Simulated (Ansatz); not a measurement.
# Pb4IF7: the cost of one run

Computed with Ansatz 0.2.0 (DFT LDA, scalar-relativistic, plane waves, PAW, unless a step's input says otherwise).

### 1 The system as given

It takes space group Cmcm (No. 63, orthorhombic). The conventional cell has a = 6.166 Å, b = 25.432 Å, c = 6.079 Å, α = 90.00°, β = 90.00°, γ = 90.00°. Around Pb (site symmetry m2m) lie 4 F at 2.42 Å and 2 I at 3.59 Å. Pb (site symmetry m2m) has 9 F at 2.56 to 2.88 Å in its first shell of neighbours. Pb (site symmetry m2m) is surrounded by 5 F at 2.29 to 2.46 Å. Around Pb (site symmetry m2m) lie 8 F at 2.55 to 2.69 Å. I (site symmetry m2m) is surrounded by 8 Pb at 3.59 to 3.96 Å. F (site symmetry 1) has 4 Pb at 2.42 to 2.88 Å in its first shell of neighbours. F (site symmetry 2) is surrounded by 4 Pb at 2.55 to 2.56 Å. Around F (site symmetry m2m) lie 2 Pb at 2.29 to 2.79 Å.

Coordinates:

```
CELL_PARAMETERS angstrom
3.08316 -12.71584 0.00000
3.08316 12.71584 0.00000
0.00000 0.00000 6.07885
ATOMIC_POSITIONS crystal
Pb 0.82529 0.17471 0.75000
Pb 0.17471 0.82529 0.25000
Pb 0.45301 0.54699 0.75000
Pb 0.54699 0.45301 0.25000
Pb 0.65264 0.34736 0.75000
Pb 0.34736 0.65264 0.25000
Pb 0.05886 0.94114 0.75000
Pb 0.94114 0.05886 0.25000
I 0.25019 0.74981 0.75000
I 0.74981 0.25019 0.25000
F 0.35289 0.10984 0.01858
F 0.64711 0.89016 0.51858
F 0.10984 0.35289 0.98142
F 0.89016 0.64711 0.48142
F 0.64711 0.89016 0.98142
F 0.35289 0.10984 0.48142
F 0.89016 0.64711 0.01858
F 0.10984 0.35289 0.51858
F 0.22731 0.22731 0.00000
F 0.77269 0.77269 0.50000
F 0.43730 0.56269 0.25000
F 0.56269 0.43730 0.75000
F 0.22731 0.22731 0.50000
F 0.77269 0.77269 0.00000
```

The structure comes from the Materials Project (structure only).

(A quick probe on a coarse mesh, which set the mesh and smearing, is not shown.)

### 3 Coarse relaxation

Input file input.yaml:

```yaml
crystal:
  lattice:
    - [3.083155, -12.715841, 0.0]
    - [3.083155, 12.715841, 0.0]
    - [0.0, 0.0, 6.078852]
  atoms:
    - { symbol: Pb, position: [0.82529, 0.17471, 0.75] }
    - { symbol: Pb, position: [0.17471, 0.82529, 0.25] }
    - { symbol: Pb, position: [0.453012, 0.546988, 0.75] }
    - { symbol: Pb, position: [0.546988, 0.453012, 0.25] }
    - { symbol: Pb, position: [0.65264, 0.34736, 0.75] }
    - { symbol: Pb, position: [0.34736, 0.65264, 0.25] }
    - { symbol: Pb, position: [0.058856, 0.941144, 0.75] }
    - { symbol: Pb, position: [0.941144, 0.058856, 0.25] }
    - { symbol: I, position: [0.250187, 0.749813, 0.75] }
    - { symbol: I, position: [0.749813, 0.250187, 0.25] }
    - { symbol: F, position: [0.352888, 0.109842, 0.018584] }
    - { symbol: F, position: [0.647112, 0.890158, 0.518584] }
    - { symbol: F, position: [0.109842, 0.352888, 0.981416] }
    - { symbol: F, position: [0.890158, 0.647112, 0.481416] }
    - { symbol: F, position: [0.647112, 0.890158, 0.981416] }
    - { symbol: F, position: [0.352888, 0.109842, 0.481416] }
    - { symbol: F, position: [0.890158, 0.647112, 0.018584] }
    - { symbol: F, position: [0.109842, 0.352888, 0.518584] }
    - { symbol: F, position: [0.227311, 0.227311, 0.0] }
    - { symbol: F, position: [0.772689, 0.772689, 0.5] }
    - { symbol: F, position: [0.437305, 0.562695, 0.25] }
    - { symbol: F, position: [0.562695, 0.437305, 0.75] }
    - { symbol: F, position: [0.227311, 0.227311, 0.5] }
    - { symbol: F, position: [0.772689, 0.772689, 0.0] }
basis:
  ecutwfc: 420
kpoints:
  mp_grid: { grid: [4, 4, 4] }
hamiltonian:
  xc: lda
scf:
  occupations: { method: gaussian, width: 0.1 }
output:
  forces: true
  stress: true
  eigenvalues: true
relax:
  adjacent_minimum: "off"
  f_tol: 0.05
  max_steps: 80
  cell: { stress_tol: 0.5 }
```

On the command line:

```console
$ ansatz run input.yaml --threads 8 --pin off --max-ram 22528MiB --backend cpu --events-out ev --progress --plain --runs-dir out
```

Q: Estimate wall time and peak memory on 8 threads of Intel Xeon 6975P-C (Granite Rapids), shared host.

About 55 s, with a peak of 3.4 GiB.
